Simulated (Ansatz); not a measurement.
# C2H4BFOS: harmonic frequencies at the relaxed geometry

At which frequencies does C2H4BFOS vibrate? A script is to give harmonic frequencies at the relaxed geometry; the system is C2H4BFOS. SMILES: COB(F)C=S.

All numbers are computed with Ansatz 0.2.0, driven from Python. Level of theory: PBE0/cc-pVDZ.

**1. The system**

Bond lengths: C1–O2 1.367 Å, O2–B3 1.475 Å, B3–F4 1.406 Å, B3–C5 1.569 Å, C5–S6 1.462 Å, C1–H7 1.076 Å, C1–H8 1.178 Å, C1–H9 1.150 Å, C5–H10 1.052 Å. Angles: C1–O2–B3 109.5°, O2–C1–H7 112.0°, O2–C1–H8 109.5°, O2–C1–H9 110.7°, H7–C1–H8 105.9°, H7–C1–H9 111.0°, H8–C1–H9 107.6°, O2–B3–F4 119.8°, O2–B3–C5 118.9°, F4–B3–C5 120.7°, B3–C5–S6 120.2°, B3–C5–H10 121.4°, S6–C5–H10 118.5°.

The script holds or builds the structure itself.

**2. Script**

Contents of freq_c2h4bfos.py:

```python
# -*- coding: utf-8 -*-
"""Vibrations of C2H4BFOS."""

import warnings

import ansatz
import numpy as np

warnings.simplefilter("ignore", ansatz.DeckWarning)

geometry_ang = [
    ("C", (-0.3919, -1.205, -0.9712)),
    ("O", (0.6102, -0.9875, -0.0676)),
    ("B", (0.2055, 0.0773, 0.8697)),
    ("F", (-0.3837, -0.2629, 2.0998)),
    ("C", (0.6443, 1.5543, 0.5738)),
    ("S", (0.2993, 2.6245, 1.5081)),
    ("H", (-0.1282, -1.9595, -1.691)),
    ("H", (-0.5828, -0.221, -1.5898)),
    ("H", (-1.3723, -1.4734, -0.433)),
    ("H", (1.1827, 1.8021, -0.2957)),
]
system = ansatz.Crystal.molecule()
for symbol, xyz in geometry_ang:
    system = system.atom(symbol, xyz)

model = system.calculation().basis(gaussian="cc-pVDZ").functional("pbe0")
symbols = [site.symbol for site in system.cartesian_sites]
start = np.array([site.position_ang for site in system.cartesian_sites], dtype=float)
def progress(event):
    if event["event"] == "relax_step":
        row = event["data"]
        print(f"step {row['step']:3d}  E = {row['lagrangian_ev']:.6f} eV  max force {row['allowed_force_max_ev_ang']:.4f} eV/A")


summary = model.relax(force_tolerance=0.003).session().plan().execute(on_event=progress).report
end = np.array(summary["positions_ang"])

print("final positions (A) and the move of each atom")
for symbol, xyz, old in zip(symbols, end, start):
    print(f"{symbol:2s} {xyz[0]:10.5f} {xyz[1]:10.5f} {xyz[2]:10.5f}   {np.linalg.norm(xyz - old):7.4f}")

# same settings at the minimum
minimum = ansatz.Crystal.molecule()
for symbol, xyz in zip(symbols, end):
    minimum = minimum.atom(symbol, xyz.tolist())
vibrating = (
    minimum.calculation()
    .basis(gaussian="cc-pVDZ")
    .functional("pbe0")
    .phonons(temperatures=(298.15, 498.15, 100))
)
vib = vibrating.run(threads=1, pin="off").report["vibrations"]
sums = vib["harmonic_sums"]
modes = [m["omega_inv_cm"] for m in sums["modes_at_gamma"] if m["rigid_motion"] == "no"]
print("frequencies (1/cm):", " ".join(f"{w:.0f}" for w in modes))
print("imaginary modes:", sum(w < 0 for w in modes), " zero-point energy:", round(sums["zero_point_energy_ev"], 4), "eV")
print("T (K)   F_vib (eV)   S_vib (meV/K)   C_vib (meV/K)")
for row in zip(sums["temperatures_k"], sums["vibrational_free_energy_ev"], vib["entropy_ev_per_k"], vib["heat_capacity_ev_per_k"]):
    print(f"{row[0]:6.1f} {row[1]:11.4f} {1000 * row[2]:13.4f} {1000 * row[3]:15.4f}")
```

**3. The input behind the calls**

The package turns the script's settings into the engine's input (first run):

```yaml
crystal:
  periodic: [false, false, false]
  atoms:
    - { symbol: C, position_ang: [-0.3919, -1.205, -0.9712] }
    - { symbol: O, position_ang: [0.6102, -0.9875, -0.0676] }
    - { symbol: B, position_ang: [0.2055, 0.0773, 0.8697] }
    - { symbol: F, position_ang: [-0.3837, -0.2629, 2.0998] }
    - { symbol: C, position_ang: [0.6443, 1.5543, 0.5738] }
    - { symbol: S, position_ang: [0.2993, 2.6245, 1.5081] }
    - { symbol: H, position_ang: [-0.1282, -1.9595, -1.691] }
    - { symbol: H, position_ang: [-0.5828, -0.221, -1.5898] }
    - { symbol: H, position_ang: [-1.3723, -1.4734, -0.433] }
    - { symbol: H, position_ang: [1.1827, 1.8021, -0.2957] }
basis:
  gaussian:
    orbitals: cc-pVDZ
hamiltonian:
  xc: pbe0
relax:
  f_tol: 0.003
```

**4. Launch**

Command:

```console
$ python freq_c2h4bfos.py
```

Without the output at hand: what should come out? Wanted: moves of the relaxation of run 1; energy gained in run 1; last largest force component of run 1; highest frequency; imaginary modes; zero-point energy.

**Answer**, as computed:

| quantity | value |
| --- | --- |
| runs compared | 2 |
| moves of the relaxation of run 1 | 54 |
| energy gained in run 1 | 1.917 eV |
| last largest force component of run 1 | 0.0025 eV/Å |
| highest frequency | 3169 cm⁻¹ |
| imaginary modes | 0 |
| zero-point energy | 1.812 eV |

Run 1: After 54 moves the largest shift is 1.785 Å, of atom 6 (S). So large a move can change the bonding: the results belong to the relaxed structure. All frequencies are real, so the geometry is a minimum. The values are harmonic; measured fundamentals also hold anharmonic shifts, mostly downward for stretches. The frequencies are harmonic and unscaled, in a modest basis. The result belongs to the one conformer reached from this start, and soft torsions count as harmonic oscillators.
